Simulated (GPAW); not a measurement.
Set up this calculation in GPAW 26.7.0, as an ASE script.

| Property | Result |
| --- | --- |
| Task | single point |
| Functional | LDA |
| Potentials or basis | the program's PAW data sets (release 1.2.1) made for this functional |
| Cutoff | 450 eV |
| Basis | pw |
| k mesh | 6 × 6 × 6 |
| Occupations | fermi-dirac, width 0.05 eV |
| Spin | no spin polarisation |
| Maxiter | 120 |
| Convergence | default |

TiSi2:

```
Ti Si
1.0
     0.00000    4.11752    4.26290
     2.38951    0.00000    4.26290
     2.38951    4.11752    0.00000
Ti Si
2 4
Direct
  0.75000 0.75000 0.75000
  0.50000 0.50000 0.50000
  0.41257 0.08743 0.41257
  0.08743 0.41257 0.08743
  0.16257 0.83743 0.16257
  0.83743 0.16257 0.83743
```

The cell is a database's computed one.

The input as run:

run.py

```python
from ase import Atoms
from ase.dft.bandgap import bandgap
from ase.io import write
from ase.units import GPa
from gpaw import GPAW, PW

atoms = Atoms(['Ti', 'Ti', 'Si', 'Si', 'Si', 'Si'],
              cell=[[0.0, 4.1175163063, 4.2628978354],
                    [2.3895119538, 0.0, 4.2628978354],
                    [2.3895119538, 4.1175163063, 0.0]],
              scaled_positions=[[0.75, 0.75, 0.75],
                                [0.5, 0.5, 0.5],
                                [0.41256561, 0.08743439, 0.41256561],
                                [0.08743439, 0.41256561, 0.08743439],
                                [0.16256561, 0.83743439, 0.16256561],
                                [0.83743439, 0.16256561, 0.83743439]],
              pbc=True)

calc = GPAW(mode=PW(450),
            xc='LDA',
            kpts={'size': (6, 6, 6), 'gamma': True},
            occupations={'name': 'fermi-dirac', 'width': 0.05},
            nbands=38,
            maxiter=120,
            txt='gpaw.txt')
atoms.calc = calc
energy = atoms.get_potential_energy()
forces = atoms.get_forces()
stress = atoms.get_stress()
calc.write('gs.gpw')
write('result.traj', atoms)
print(f'Energy: {energy:.6f} eV')
print('Forces (eV/A):')
print(forces.round(4))
print('Stress (GPa):', (stress / GPa).round(3))
print('Fermi level:', round(calc.get_fermi_level(), 4), 'eV')
print(f'Gap: {bandgap(calc)[0]:.4f} eV, direct: {bandgap(calc, direct=True)[0]:.4f} eV')
```

Potentials or basis: the program's PAW data sets (release 1.2.1) made for this functional, pw.

Launch:

```sh
$ OMP_NUM_THREADS=1 python run.py
```

It gave:

* Pressure: -4.6 GPa
* Largest force: 0.112 eV/Å
* Band gap on the k mesh: none (metal or under the smearing width)

Caveat: the cutoff is short for stress and forces, so pressures can be off by a GPa or more.

Run time: 110 s on 1 thread of Arm Neoverse V2, with other jobs on the host, peak memory 0.25 GiB.
